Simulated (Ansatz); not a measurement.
# BClH6OSi2: one species, many methods

One table from this session's results is given with a row withheld; the runs are named, their logs left out.

The runs use Ansatz 0.2.0, Gaussian basis; functionals in def2-TZVPP, the program's frozen cores in correlated methods.

Levels to be run: PBE-D4, r2SCAN-D4, PBE0-D4, B3LYP-D4, ωB97X-V, ωB97M-V, B2PLYP; CCSD(T)/def2-TZVPP; MP2/def2-QZVPP; extrapolation to the limit.

**The geometry**

All runs share one geometry, relaxed beforehand with PBE0-D4 in a triple-zeta def2 set.

SMILES `B[SiH](Cl)O[SiH3]`, 11 atoms, charge 0, spin multiplicity 1.

Atoms are counted from 1 here; the program's logs count them from 0.

Bond lengths: B1–Si2 1.996 Å, B1–H6 1.194 Å, B1–H7 1.195 Å, Si2–Cl3 2.077 Å, Si2–O4 1.626 Å, Si2–H8 1.484 Å, O4–Si5 1.642 Å, Si5–H9 1.486 Å, Si5–H10 1.484 Å, Si5–H11 1.482 Å. Angles: Si2–B1–H6 120.4°, Si2–B1–H7 120.7°, H6–B1–H7 118.7°, B1–Si2–Cl3 98.9°, B1–Si2–O4 113.9°, B1–Si2–H8 118.2°, Cl3–Si2–O4 110.0°, Cl3–Si2–H8 106.3°, O4–Si2–H8 108.6°, Si2–O4–Si5 145.4°, O4–Si5–H9 110.1°, O4–Si5–H10 109.9°, O4–Si5–H11 107.6°, H9–Si5–H10 109.5°, H9–Si5–H11 109.8°, H10–Si5–H11 110.0°.

Coordinates:

```xyz
11

B    -1.67487    1.77743    0.55038
Si   -0.45498    0.66488   -0.57151
Cl    1.11224    2.01251   -0.77648
O     0.06646   -0.68808    0.16381
Si    1.22731   -1.84909    0.19336
H    -1.58265    1.76269    1.74095
H    -2.43841    2.54409    0.04429
H    -0.88819    0.31937   -1.94785
H     1.46053   -2.37219   -1.17783
H     2.49113   -1.28658    0.72937
H     0.74693   -2.94193    1.07201
```

The first run:

Input file in.yaml:

```yaml
crystal:
  periodic: [false, false, false]
  atoms:
    - {symbol: B, position_ang: [-1.674870, 1.777426, 0.550378]}
    - {symbol: Si, position_ang: [-0.454982, 0.664878, -0.571506]}
    - {symbol: Cl, position_ang: [1.112240, 2.012513, -0.776484]}
    - {symbol: O, position_ang: [0.066458, -0.688082, 0.163813]}
    - {symbol: Si, position_ang: [1.227306, -1.849087, 0.193359]}
    - {symbol: H, position_ang: [-1.582645, 1.762691, 1.740949]}
    - {symbol: H, position_ang: [-2.438408, 2.544088, 0.044294]}
    - {symbol: H, position_ang: [-0.888191, 0.319368, -1.947852]}
    - {symbol: H, position_ang: [1.460530, -2.372187, -1.177833]}
    - {symbol: H, position_ang: [2.491135, -1.286575, 0.729375]}
    - {symbol: H, position_ang: [0.746926, -2.941933, 1.072008]}
basis:
  gaussian: {orbitals: def2-TZVPP}
hamiltonian: {xc: pbe, dispersion: d4}
output: {forces: true, orbitals: {seedname: orbitals}}
```

Command:

```sh
$ ansatz run in.yaml --threads 4 --pin off --events-out ev --progress --plain --max-ram 10444MiB
```

Steps of the session up to this table: PBE-D4 (GGA); r2SCAN-D4 (meta-GGA); PBE0-D4 (hybrid); B3LYP-D4 (hybrid); ωB97X-V (range-separated); ωB97M-V (range-separated); B2PLYP (double hybrid); CCSD(T) in def2-TZVPP; MP2 in def2-QZVPP.

One of the session's tables, all rows but one given; the rest of the session is left out.

```
            method  atomisation energy (kcal/mol)
            PBE-D4                          876.1
         r2SCAN-D4                          882.8
           PBE0-D4                              ?
          B3LYP-D4                          878.6
           ωB97X-V                          886.6
           ωB97M-V                          883.3
            B2PLYP                          869.3
     HF/def2-TZVPP                          677.2
    MP2/def2-TZVPP                          868.5
   CCSD/def2-TZVPP                          847.7
CCSD(T)/def2-TZVPP                          857.1
           MP2/CBS                          892.8
       CCSD(T)/CBS                          881.4
```

Estimate the missing values for PBE0-D4.

The run gave: atomisation energy (kcal/mol): 870.7. In the column «atomisation energy (kcal/mol)» it lies between B2PLYP (869.3) and PBE-D4 (876.1).

Limits of these values: Free atoms (1 B, 2 Si, 1 Cl, 1 O, 6 H) were run apart at each level; the atomisation energy is their sum less the molecule, without zero-point or spin-orbit terms.
